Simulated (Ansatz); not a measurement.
# CH₄ClInO: how energies converge with the basis set

One table from this session's results is given with a row withheld; the runs are named, their logs left out.

Method: one geometry, several basis sets; program: Ansatz 0.2.0, Gaussian basis.

The runs, in order: PBE0-D4/def2-SVP; ωB97M-V/def2-SVP; PBE0-D4/def2-QZVPP; ωB97M-V/def2-QZVPP; the functionals' def2-TZVPP values are taken from earlier runs.

## The relaxed structure

An earlier PBE0-D4 in a triple-zeta def2 set relaxation fixed the geometry. In takes the def2 core potential; no spin-orbit term is included.

8 atoms, charge 0, spin multiplicity 1.

Atoms are counted from 1 here; the program's logs count them from 0.

Bond lengths: C1–In2 2.131 Å, C1–H5 1.090 Å, C1–H6 1.088 Å, C1–H7 1.090 Å, In2–O3 1.978 Å, In2–Cl4 2.327 Å, O3–H8 0.960 Å. Angles: In2–C1–H5 109.7°, In2–C1–H6 109.0°, In2–C1–H7 109.3°, H5–C1–H6 110.0°, H5–C1–H7 109.1°, H6–C1–H7 109.7°, C1–In2–O3 129.7°, C1–In2–Cl4 122.2°, O3–In2–Cl4 108.1°, In2–O3–H8 113.3°.

As a file:

```tsv
atom	x (Å)	y (Å)	z (Å)
C1	-0.8330	1.0321	-0.2872
In2	0.3713	-0.7231	-0.1847
O3	1.6182	-1.3200	1.2300
Cl4	0.3798	-2.3202	-1.8774
H5	-0.2132	1.9133	-0.1234
H6	-1.3009	1.0842	-1.2684
H7	-1.6015	0.9880	0.4847
H8	1.6717	-0.7114	1.9707
```

Set-up of the first run:

The input, in.yaml:

```yaml
crystal:
  periodic: [false, false, false]
  atoms:
    - {symbol: C, position_ang: [-0.833041, 1.032146, -0.287220]}
    - {symbol: In, position_ang: [0.371291, -0.723100, -0.184716]}
    - {symbol: O, position_ang: [1.618191, -1.320046, 1.229958]}
    - {symbol: Cl, position_ang: [0.379756, -2.320194, -1.877445]}
    - {symbol: H, position_ang: [-0.213165, 1.913348, -0.123404]}
    - {symbol: H, position_ang: [-1.300939, 1.084189, -1.268415]}
    - {symbol: H, position_ang: [-1.601548, 0.988017, 0.484680]}
    - {symbol: H, position_ang: [1.671655, -0.711361, 1.970664]}
basis:
  gaussian: {orbitals: def2-SVP}
hamiltonian: {xc: pbe0, dispersion: d4}
output: {orbitals: {seedname: orbitals}}
```

Launch:

```sh
$ ansatz run in.yaml --threads 4 --pin off --events-out ev --progress --plain --max-ram 10444MiB
```

Steps of the session up to this table: PBE0-D4 in def2-SVP; ωB97M-V in def2-SVP; PBE0-D4 in def2-QZVPP; ωB97M-V in def2-QZVPP.

One table of the session follows, with a row left open; its other results are not shown here.

It belongs to the step «Functionals by basis». 

| functional | basis | HOMO (eV) |
| --- | --- | --- |
| PBE0-D4 | def2-SVP | -8.04 |
| PBE0-D4 | def2-TZVPP | -8.21 |
| PBE0-D4 | def2-QZVPP | -8.24 |
| ωB97M-V | def2-SVP | -10.23 |
| ωB97M-V | def2-TZVPP | ? |
| ωB97M-V | def2-QZVPP | -10.46 |

Estimate the missing values for ωB97M-V, def2-TZVPP.

**Answer.** HOMO (eV): -10.43. In the column «HOMO (eV)» it lies between ωB97M-V, def2-QZVPP (-10.46) and ωB97M-V, def2-SVP (-10.23).
